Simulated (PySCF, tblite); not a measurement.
# C₆H₄O₄: geometry, infrared bands and NMR shifts

Aim: predict the infrared bands and NMR shifts of C₆H₄O₄ (`O=COc1cccc(=O)o1`).

Computed with tblite 0.8.0 and PySCF 2.14.0, with density-fitted response routines of our own, on a single molecule in the gas phase. Atoms count from 0, in the outputs and in this text.

**1. The starting structure**

14 atoms, charge 0, multiplicity 1; geometry from: force field or distance geometry start.

Bonds of the start (Å): O0–C1 1.22, C1–O2 1.35, O2–C3 1.41, C3–C4 1.35, C4–C5 1.44, C5–C6 1.34, C6–C7 1.48, C7–O8 1.22, C7–O9 1.36, O9–C3 1.40, C1–H10 1.10, C4–H11 1.08, C5–H12 1.09, C6–H13 1.08.

**2. Optimising the geometry with GFN2-xTB**

Job settings and geometry (Å):

```
{"job": {"kind": "relax", "xc": "GFN2-xTB", "basis": "xTB"}, "charge": 0, "multiplicity": 1}
O      2.764100     0.552600     0.639000
C      2.770900    -0.327800    -0.208600
O      1.731100    -0.986200    -0.769800
C      0.495700    -0.406700    -0.413700
C     -0.394900    -1.134800     0.297900
C     -1.657900    -0.548500     0.646200
C     -1.942600     0.703600     0.267000
C     -0.979400     1.496700    -0.520300
O     -1.273500     2.622600    -0.887100
O      0.201500     0.900700    -0.835000
H      3.700700    -0.769800    -0.604000
H     -0.182700    -2.152400     0.604800
H     -2.358900    -1.133500     1.243500
H     -2.874700     1.183000     0.517900
```

Run with:

```sh
OMP_NUM_THREADS=1 python probes_run.py task.json out
```

This one command runs all jobs of the session in turn.

**Question.** This job is followed by: GFN2-xTB harmonic vibrations, gas phase; GIAO PBE0/pcSseg-1 NMR shielding, non-relativistic, gas phase. Predict these results of the whole session: strongest single infrared mode (GFN2-xTB); zero-point energy (GFN2-xTB); 13C shifts against TMS (PBE0/pcSseg-1); 1H shifts against TMS (PBE0/pcSseg-1); 17O shifts against H2O (PBE0/pcSseg-1).

**Answer**, as computed:

| quantity | value |
| --- | --- |
| strongest single infrared mode (GFN2-xTB) | 1820 cm⁻¹, 620 km/mol |
| zero-point energy (GFN2-xTB) | 56.6 kcal/mol |
| 13C shifts against TMS (PBE0/pcSseg-1) | 168.0, 161.1, 158.6, 150.8, 119.1, 95.2 ppm |
| 1H shifts against TMS (PBE0/pcSseg-1) | 7.99, 7.53, 6.31, 5.76 ppm |
| 17O shifts against H2O (PBE0/pcSseg-1) | 477.9, 423.7, 313.9, 267.6 ppm |

In words: Over 68 steps the energy fell by 0.396 eV; of the close pairs, C3–O9 changed most, 1.405 to 1.324 Å. No mode is imaginary among the 36: a minimum at this level. The strongest single mode, at 1820 cm⁻¹, moves mainly C1 and O0. Unscaled tight-binding wavenumbers are off by several per cent, some by more. Its intensities can rank the bands wrongly. At PBE0/pcSseg-1: The largest span, 737 ppm, is at O0, where the paramagnetic term is -543 ppm.
